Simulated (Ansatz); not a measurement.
# C₃HN₃Si: basis-set convergence

The task here is to estimate one member of a computed series from the others.

Program: Ansatz 0.2.0, Gaussian basis. Level of theory: one geometry, several basis sets. These are calculated values, not measurements.

Levels to be run: PBE0-D4/def2-SVP; ωB97M-V/def2-SVP; PBE0-D4/def2-QZVPP; ωB97M-V/def2-QZVPP; the functionals' def2-TZVPP values are taken from earlier runs.

### The geometry

The geometry comes from an earlier relaxation with PBE0-D4 in a triple-zeta def2 set; it is a stationary point, not always the lowest conformer.

SMILES `N#C[SiH](C#N)C#N`, 8 atoms, charge 0, spin multiplicity 1.

Atoms are counted from 1 here; the program's logs count them from 0.

Bond lengths: N1–C2 1.151 Å, C2–Si3 1.830 Å, Si3–C4 1.830 Å, Si3–C6 1.830 Å, Si3–H8 1.470 Å, C4–N5 1.151 Å, C6–N7 1.151 Å. Angles: N1–C2–Si3 178.6°, C2–Si3–C4 108.2°, C2–Si3–C6 108.2°, C2–Si3–H8 110.7°, C4–Si3–C6 108.2°, C4–Si3–H8 110.7°, C6–Si3–H8 110.7°, Si3–C4–N5 178.5°, Si3–C6–N7 178.7°.

The first run:

in.yaml reads:

```yaml
crystal:
  periodic: [false, false, false]
  atoms:
    - {symbol: N, position_ang: [2.394749, -1.582406, -0.120631]}
    - {symbol: C, position_ang: [1.378117, -1.059047, 0.010323]}
    - {symbol: Si, position_ang: [-0.252128, -0.260109, 0.244223]}
    - {symbol: C, position_ang: [-0.998548, 0.012943, -1.404710]}
    - {symbol: N, position_ang: [-1.492642, 0.168122, -2.432516]}
    - {symbol: C, position_ang: [0.017410, 1.371792, 1.028411]}
    - {symbol: N, position_ang: [0.171593, 2.390018, 1.542258]}
    - {symbol: H, position_ang: [-1.126351, -1.098313, 1.076843]}
basis:
  gaussian: {orbitals: def2-SVP}
hamiltonian: {xc: pbe0, dispersion: d4}
output: {orbitals: {seedname: orbitals}}
```

Among the steps run: PBE0-D4 in def2-SVP; ωB97M-V in def2-SVP; PBE0-D4 in def2-QZVPP; ωB97M-V in def2-QZVPP.

One table of the session follows, with a row left open; its other results are not shown here.

It belongs to the step «Functionals by basis». 

| functional | basis | HOMO (eV) | LUMO (eV) |
| --- | --- | --- | --- |
| PBE0-D4 | def2-SVP | -10.84 | -2.23 |
| PBE0-D4 | def2-TZVPP | -10.93 | -2.43 |
| PBE0-D4 | def2-QZVPP | -10.95 | -2.46 |
| ωB97M-V | def2-SVP | -13.09 | -0.06 |
| ωB97M-V | def2-TZVPP | -13.23 | -0.30 |
| ωB97M-V | def2-QZVPP | ? | ? |

**Question.** Estimate the row for ωB97M-V, def2-QZVPP.

The run gave: HOMO (eV): -13.25; LUMO (eV): -0.35. In the column «HOMO (eV)» it is the lowest.
